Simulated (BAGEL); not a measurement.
# CH4BClO (SMILES COBCl): RI-MP2/cc-pVDZ (density fitting with qzvpp-jkfit)

Aim: the energy change on altering one bond length of CH4BClO at RI-MP2/cc-pVDZ (density fitting with qzvpp-jkfit), from 2 runs. 

The calculation is run with BAGEL 1.2.2.

5 further runs of the same task are left out: 3 that didn't finish, 2 set aside as unsound or not needed. Runs told in other sessions of the task aren't counted.

### 1 The system as given

CH4BClO has 8 atoms, charge 0, and is taken as a singlet. SMILES: `COBCl`. The shape is that of a PBE0-D4/def2-TZVP optimisation. This is one conformer, not always the lowest.

Bond lengths: C1–O2 1.416 Å, O2–B3 1.334 Å, B3–Cl4 1.755 Å, C1–H5 1.091 Å, C1–H6 1.093 Å, C1–H7 1.091 Å, B3–H8 1.195 Å. Angles: C1–O2–B3 121.8°, O2–B3–Cl4 118.3°, O2–C1–H5 108.7°, O2–C1–H6 111.5°, O2–C1–H7 108.6°, O2–B3–H8 122.7°, Cl4–B3–H8 119.0°, H5–C1–H6 109.5°, H5–C1–H7 109.0°, H6–C1–H7 109.5°.

### 2 A single-point energy at RI-MP2/cc-pVDZ (density fitting with qzvpp-jkfit)

job.json reads:

```json
{ "bagel" : [

{
  "title" : "molecule",
  "basis" : "cc-pvdz.json",
  "df_basis" : "qzvpp-jkfit",
  "angstrom" : "true",
  "geometry" : [
    { "atom" : "C", "xyz" : [    0.183600,    1.104700,   -0.077800 ] },
    { "atom" : "O", "xyz" : [    0.201900,   -0.193200,   -0.643400 ] },
    { "atom" : "B", "xyz" : [   -0.176100,   -1.267300,    0.051400 ] },
    { "atom" : "Cl", "xyz" : [   -0.116600,   -2.833000,   -0.740100 ] },
    { "atom" : "H", "xyz" : [   -0.475900,    1.736300,   -0.674900 ] },
    { "atom" : "H", "xyz" : [   -0.167400,    1.084900,    0.957000 ] },
    { "atom" : "H", "xyz" : [    1.194100,    1.514600,   -0.112600 ] },
    { "atom" : "H", "xyz" : [   -0.551400,   -1.204200,    1.184700 ] }
  ]
},
{ "title" : "hf" },
{ "title" : "mp2", "ncore" : 8 }

]}
```

The basis set cc-pVDZ is read from a file made from the Basis Set Exchange's data (not shown).

On the command line:

```sh
$ BAGEL_NUM_THREADS=1 BAGEL job.json > job.out
```

Log:

```text
* using 1 threads per process

  ===============================================================
  ===============================================================

  *** Geometry ***

  { "atom" : "C", "xyz" : [      0.346954,      2.087580,     -0.147021 ] },
  { "atom" : "O", "xyz" : [      0.381536,     -0.365095,     -1.215850 ] },
  { "atom" : "B", "xyz" : [     -0.332781,     -2.394850,      0.097132 ] },
  { "atom" : "Cl", "xyz" : [     -0.220342,     -5.353594,     -1.398586 ] },
  { "atom" : "H", "xyz" : [     -0.899321,      3.281131,     -1.275376 ] },
  { "atom" : "H", "xyz" : [     -0.316340,      2.050164,      1.808468 ] },
  { "atom" : "H", "xyz" : [      2.256522,      2.862179,     -0.212783 ] },
  { "atom" : "H", "xyz" : [     -1.041995,     -2.275608,      2.238759 ] },

  Number of auxiliary basis functions:      427

  Since a DF basis is specified, we compute 2- and 3-index integrals:
    o Being stored without compression. Storage requirement is 0.022 GB

  Number of basis functions:       80
  Number of electrons      :       40

    * METHOD: MOLECULE                             0.19

  *** RHF ***

  === Nuclear Repulsion ===
   140.4722550682

      * DIIS with orbital gradients will be used.

  === RHF iteration (cc-pvdz.json) ===
      0       -599.19039574          0.01343569           0.06
      1       -599.29335103          0.00927996           0.06
      2       -599.33575169          0.00147630           0.05
      3       -599.33743573          0.00028341           0.06
      4       -599.33750027          0.00007628           0.05
      5       -599.33750485          0.00002109           0.05
      6       -599.33750538          0.00000845           0.05
      7       -599.33750547          0.00000208           0.05
      8       -599.33750548          0.00000066           0.05
      9       -599.33750548          0.00000033           0.05
     10       -599.33750548          0.00000007           0.05
     11       -599.33750548          0.00000002           0.05
     12       -599.33750548          0.00000001           0.05
    * SCF iteration converged.

    * Permanent dipole moment:
           (    0.042609,    -1.081028,    -0.551834) a.u.

    * METHOD: HF                                   0.86

  *** RHF ***

  === Nuclear Repulsion ===
   140.4722550682

      * DIIS with orbital gradients will be used.

  === RHF iteration (cc-pvdz.json) ===
      0       -599.33750548          0.00000000           0.05
    * SCF iteration converged.

    * Permanent dipole moment:
           (    0.042609,    -1.081029,    -0.551834) a.u.

  === DF-MP2 calculation ===

    * freezing 8 orbitals
    * 3-index integral transformation done
    * assembly done

      MP2 correlation energy:   -0.5450851971      0.04

      MP2 total energy:       -599.8825906774

    * METHOD: MP2                                  0.16

  ===============================================================
```

Wall time 1.4 s (1 thread of Arm Neoverse V1, shared host); peak memory 0.099 GiB.

### 3 The distorted shape, same level

mp2.json reads:

```json
{ "bagel": [

{
  "title": "molecule",
  "basis": "cc-pvdz.json",
  "df_basis": "qzvpp-jkfit",
  "angstrom": true,
  "geometry": [
    { "atom": "C", "xyz": [    0.174675,    1.339546,    0.040921 ] },
    { "atom": "O", "xyz": [    0.192975,    0.041646,   -0.524679 ] },
    { "atom": "B", "xyz": [   -0.185025,   -1.032454,    0.170121 ] },
    { "atom": "Cl", "xyz": [   -0.116600,   -2.833000,   -0.740100 ] },
    { "atom": "H", "xyz": [   -0.484825,    1.971146,   -0.556179 ] },
    { "atom": "H", "xyz": [   -0.176325,    1.319746,    1.075721 ] },
    { "atom": "H", "xyz": [    1.185175,    1.749446,    0.006121 ] },
    { "atom": "H", "xyz": [   -0.560325,   -0.969354,    1.303421 ] }
  ]
},
{
  "title": "hf",
  "charge": 0
},
{
  "title": "mp2",
  "charge": 0,
  "ncore": 8
}

]}
```

The basis set cc-pVDZ is read from a file made from the Basis Set Exchange's data (not shown).

On the command line:

```sh
$ BAGEL_NUM_THREADS=1 BAGEL mp2.json > mp2.out
```

Log:

```text
* using 1 threads per process

  ===============================================================
  ===============================================================

  *** Geometry ***

  { "atom" : "C", "xyz" : [      0.330088,      2.531375,      0.077329 ] },
  { "atom" : "O", "xyz" : [      0.364670,      0.078700,     -0.991500 ] },
  { "atom" : "B", "xyz" : [     -0.349647,     -1.951055,      0.321482 ] },
  { "atom" : "Cl", "xyz" : [     -0.220342,     -5.353594,     -1.398586 ] },
  { "atom" : "H", "xyz" : [     -0.916186,      3.724926,     -1.051026 ] },
  { "atom" : "H", "xyz" : [     -0.333206,      2.493958,      2.032818 ] },
  { "atom" : "H", "xyz" : [      2.239656,      3.305974,      0.011567 ] },
  { "atom" : "H", "xyz" : [     -1.058861,     -1.831814,      2.463109 ] },

  Number of auxiliary basis functions:      427

  Since a DF basis is specified, we compute 2- and 3-index integrals:
    o Being stored without compression. Storage requirement is 0.022 GB

  Number of basis functions:       80
  Number of electrons      :       40

    * METHOD: MOLECULE                             0.19

  *** RHF ***

  === Nuclear Repulsion ===
   133.4900656071

      * DIIS with orbital gradients will be used.

  === RHF iteration (cc-pvdz.json) ===
      0       -599.16308009          0.01369728           0.06
      1       -599.27311186          0.00952818           0.05
      2       -599.31798318          0.00152148           0.05
      3       -599.31987383          0.00031729           0.05
      4       -599.31998137          0.00010321           0.05
      5       -599.31999121          0.00002896           0.05
      6       -599.31999260          0.00001138           0.05
      7       -599.31999282          0.00000305           0.05
      8       -599.31999283          0.00000109           0.05
      9       -599.31999283          0.00000048           0.05
     10       -599.31999283          0.00000010           0.05
     11       -599.31999283          0.00000004           0.05
     12       -599.31999283          0.00000001           0.05
     13       -599.31999283          0.00000000           0.05
    * SCF iteration converged.

    * Permanent dipole moment:
           (    0.048788,    -1.616619,    -0.780704) a.u.

    * METHOD: HF                                   0.91

  *** RHF ***

  === Nuclear Repulsion ===
   133.4900656071

      * DIIS with orbital gradients will be used.

  === RHF iteration (cc-pvdz.json) ===
      0       -599.31999283          0.00000000           0.05
    * SCF iteration converged.

    * Permanent dipole moment:
           (    0.048788,    -1.616619,    -0.780704) a.u.

  === DF-MP2 calculation ===

    * freezing 8 orbitals
    * 3-index integral transformation done
    * assembly done

      MP2 correlation energy:   -0.5440155587      0.03

      MP2 total energy:       -599.8640083915

    * METHOD: MP2                                  0.15

  ===============================================================
```

Run time: 1.4 s. Hardware: 1 thread of Arm Neoverse V1, shared host; peak memory 0.1 GiB.

### 4 What came out

At RI-MP2/cc-pVDZ (density fitting with qzvpp-jkfit), 8 core orbitals frozen:

| quantity | value |
| --- | --- |
| first shape: total energy | -599.88259 Eh |
| first shape: correlation energy (8 core orbitals frozen) | -545.1 mEh |
| distorted shape: total energy | -599.86401 Eh |
| distorted shape: correlation energy (8 core orbitals frozen) | -544.0 mEh |
| energy change with the B3–Cl4 bond stretched from 1.755 to 2.019 Å | 0.506 eV |

What this shows: With the B3–Cl4 bond stretched from 1.755 to 2.019 Å the energy rises by 0.51 eV (11.7 kcal/mol). The first shape isn't relaxed at this level, so the change isn't measured from a minimum.
